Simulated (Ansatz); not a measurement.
# ZrBr: the cost of one run

Program: Ansatz 0.2.0. Level of theory: DFT LDA, scalar-relativistic. These are calculated values, not measurements.

## 1. The system as given

It takes space group R-3m (No. 166, trigonal). The conventional cell has a = 3.503 Å, b = 3.503 Å, c = 28.071 Å, α = 90.00°, β = 90.00°, γ = 120.00°. Zr (site symmetry 3m) has 3 Br at 2.74 Å and 3 Zr at 3.13 Å in its first shell of neighbours. Around Br (site symmetry 3m) lie 3 Zr at 2.74 Å.

Coordinates:

```cif
data_structure
_symmetry_space_group_name_H-M 'P 1'
_symmetry_Int_Tables_number 1
_cell_length_a 9.5731
_cell_length_b 9.5731
_cell_length_c 9.5731
_cell_angle_alpha 21.085
_cell_angle_beta 21.085
_cell_angle_gamma 21.085
_cell_volume 99.44
loop_
_atom_site_label
_atom_site_type_symbol
_atom_site_fract_x
_atom_site_fract_y
_atom_site_fract_z
_atom_site_occupancy
Zr1 Zr 0.20920 0.20920 0.20920 1
Zr2 Zr 0.79080 0.79080 0.79080 1
Br1 Br 0.39170 0.39170 0.39170 1
Br2 Br 0.60830 0.60830 0.60830 1
```

Atoms are numbered in the order of the input: Zr1, Zr2, Br3, Br4.

## 2. The deformed structure

Space group R-3m before, R-3m after.

## 3. Full-potential LAPW

input.yaml

```yaml
crystal:
  lattice:
    - [1.7515513874, 1.011258665, 9.16986]
    - [-1.7515513874, 1.011258665, 9.16986]
    - [0.0, -2.02251733, 9.16986]
  atoms:
    - { symbol: Zr, position: [0.2092, 0.2092, 0.2092] }
    - { symbol: Zr, position: [0.7908, 0.7908, 0.7908] }
    - { symbol: Br, position: [0.3917, 0.3917, 0.3917] }
    - { symbol: Br, position: [0.6083, 0.6083, 0.6083] }
kpoints:
  mp_grid: { grid: [10, 10, 10] }
  band_path:
    path:
      - [0.0, 0.0, 0.0]
      - [0.5, 0.5, 0.5]
      - [0.8252254434, 0.1747745566, 0.5]
      - [0.5, -0.1747745566, 0.1747745566]
      - [0.5, 0.0, 0.0]
      - [0.0, 0.0, 0.0]
      - [0.3373872783, -0.3373872783, 0.0]
      - [0.6626127217, 0.0, 0.3373872783]
      - [0.5, 0.0, 0.5]
    npoints: 5
scf:
  occupations: { method: fermi_dirac, width: 0.02 }
hamiltonian:
  xc: lda
  pseudopotentials: { kind: all_electron, lapw: { basis_error: 0.0005 } }
output:
  forces: true
  stress: true
  eigenvalues: true
```

Started as:

```
ansatz run input.yaml --threads 1 --pin off --max-ram 4096MiB --backend cpu --events-out ev --progress --plain --runs-dir out
```

Q: Estimate wall time and peak memory on 1 thread of Arm Neoverse V1, shared host.

About 3.6 min, with a peak of 1.2 GiB.
